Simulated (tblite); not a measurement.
# C4H14AlAs: the cost of one run

Programs: tblite 0.8.0 and PySCF 2.14.0, with density-fitted response routines of our own. Each step states its level of theory. These are calculated values for one molecule in the gas phase, unless marked as measured. Atoms count from 0, in the outputs and in this text.

**1. The starting structure**

20 atoms, charge 0, multiplicity 1; geometry from: force field or distance geometry start.

Bonds of the start (Å): C0–C1 1.52, C1–C2 1.50, C2–As3 1.93, As3–C4 2.01, As3–Al5 2.41, C0–H6 1.13, C0–H7 1.11, C0–H8 1.11, C1–H9 1.09, C1–H10 1.13, C2–H11 1.11, C2–H12 1.12, As3–H13 1.57, C4–H14 1.12, C4–H15 1.09, C4–H16 1.10, Al5–H17 1.57, Al5–H18 1.62, Al5–H19 1.62.

**2. Relaxing the molecule with GFN2-xTB**

Job settings and geometry (Å):

```
{"job": {"kind": "relax", "xc": "GFN2-xTB", "basis": "xTB"}, "charge": 0, "multiplicity": 1}
C     -1.593700     1.276800     0.154900
C     -1.741000     0.290400    -0.988100
C     -0.958100    -0.958700    -0.692200
As     0.943700    -0.741800    -0.444500
C      1.408200    -1.904400     1.125900
Al     1.671100     1.471100     0.187600
H     -2.615000     1.464900     0.587800
H     -0.947400     0.857100     0.948900
H     -1.201800     2.222800    -0.280100
H     -1.530300     0.730600    -1.966700
H     -2.823100    -0.016200    -1.027300
H     -1.403300    -1.423000     0.211000
H     -1.094800    -1.681200    -1.540600
H      1.739700    -1.205500    -1.716400
H      0.855500    -1.462300     1.998200
H      2.476900    -1.837800     1.349800
H      1.014800    -2.914800     0.961000
H      1.116100     2.627300    -0.724600
H      3.289400     1.514700     0.085700
H      1.387900     1.700700     1.766700
```

Run with:

```bash
> OMP_NUM_THREADS=1 python probes_run.py task.json out
```

The driver reads the jobs from task.json and runs them one after another.

Q: Estimate the wall time and peak memory of this first job on 1 thread of Arm Neoverse V1, shared host.

About 1.7 s, with a peak of 0.18 GiB.
